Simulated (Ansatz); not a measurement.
# C₂H₅F₂In: small, medium and large basis sets

One table from this session's results is given with a row withheld; the runs are named, their logs left out.

The runs use Ansatz 0.2.0, Gaussian basis; one geometry, several basis sets.

The runs, in order: PBE0-D4/def2-SVP; ωB97M-V/def2-SVP; PBE0-D4/def2-QZVPP; ωB97M-V/def2-QZVPP; the functionals' def2-TZVPP values are taken from earlier runs.

**The geometry**

The geometry comes from an earlier relaxation with PBE0-D4 in a triple-zeta def2 set; it is a stationary point, not always the lowest conformer. In takes the def2 core potential; no spin-orbit term is included.

10 atoms, charge 0, spin multiplicity 1.

Atoms are counted from 1 here; the program's logs count them from 0.

Bond lengths: C1–C2 1.520 Å, C1–H6 1.091 Å, C1–H7 1.094 Å, C1–H8 1.091 Å, C2–In3 2.137 Å, C2–H9 1.092 Å, C2–H10 1.092 Å, In3–F4 1.948 Å, In3–F5 1.945 Å. Angles: C2–C1–H6 112.1°, C2–C1–H7 110.2°, C2–C1–H8 112.1°, H6–C1–H7 107.5°, H6–C1–H8 107.3°, H7–C1–H8 107.4°, C1–C2–In3 114.1°, C1–C2–H9 112.1°, C1–C2–H10 112.1°, In3–C2–H9 105.6°, In3–C2–H10 105.6°, H9–C2–H10 106.8°, C2–In3–F4 125.0°, C2–In3–F5 128.6°, F4–In3–F5 106.4°.

Geometry (Å):

```
atom    x (Å)    y (Å)    z (Å)
  C1   0.1242  -1.1881   0.7471
  C2   0.4700   0.2758   0.5267
 In3  -0.4580   1.1414  -1.1932
  F4  -1.6667   0.2056  -2.4010
  F5  -0.2945   2.9550  -1.8760
  H6  -0.9471  -1.3407   0.8889
  H7   0.6306  -1.5648   1.6409
  H8   0.4324  -1.8143  -0.0920
  H9   1.5425   0.4290   0.3894
 H10   0.1666   0.9012   1.3691
```

Set-up of the first run:

The input, in.yaml:

```yaml
crystal:
  periodic: [false, false, false]
  atoms:
    - {symbol: C, position_ang: [0.124190, -1.188129, 0.747095]}
    - {symbol: C, position_ang: [0.469965, 0.275775, 0.526664]}
    - {symbol: In, position_ang: [-0.458031, 1.141377, -1.193231]}
    - {symbol: F, position_ang: [-1.666675, 0.205637, -2.400959]}
    - {symbol: F, position_ang: [-0.294485, 2.954955, -1.875975]}
    - {symbol: H, position_ang: [-0.947122, -1.340717, 0.888921]}
    - {symbol: H, position_ang: [0.630578, -1.564797, 1.640945]}
    - {symbol: H, position_ang: [0.432424, -1.814299, -0.091978]}
    - {symbol: H, position_ang: [1.542526, 0.429030, 0.389431]}
    - {symbol: H, position_ang: [0.166621, 0.901159, 1.369087]}
basis:
  gaussian: {orbitals: def2-SVP}
hamiltonian: {xc: pbe0, dispersion: d4}
output: {orbitals: {seedname: orbitals}}
```

The run is started by

```console
ansatz run in.yaml --threads 4 --pin off --events-out ev --progress --plain --max-ram 10444MiB
```

Steps of the session up to this table: PBE0-D4 in def2-SVP; ωB97M-V in def2-SVP; PBE0-D4 in def2-QZVPP; ωB97M-V in def2-QZVPP.

One of the session's tables, all rows but one given; the rest of the session is left out.

It belongs to the step «Functionals by basis». 

```
functional       basis  HOMO (eV)  LUMO (eV)
   PBE0-D4    def2-SVP      -8.53      -1.41
   PBE0-D4  def2-TZVPP      -8.62      -1.64
   PBE0-D4  def2-QZVPP      -8.64      -1.71
   ωB97M-V    def2-SVP          ?          ?
   ωB97M-V  def2-TZVPP     -10.80       0.17
   ωB97M-V  def2-QZVPP     -10.82      -0.07
```

Estimate the missing values for ωB97M-V, def2-SVP.

As computed: HOMO (eV): -10.69; LUMO (eV): 0.51. In the column «HOMO (eV)» it lies between ωB97M-V, def2-TZVPP (-10.80) and PBE0-D4, def2-QZVPP (-8.64).
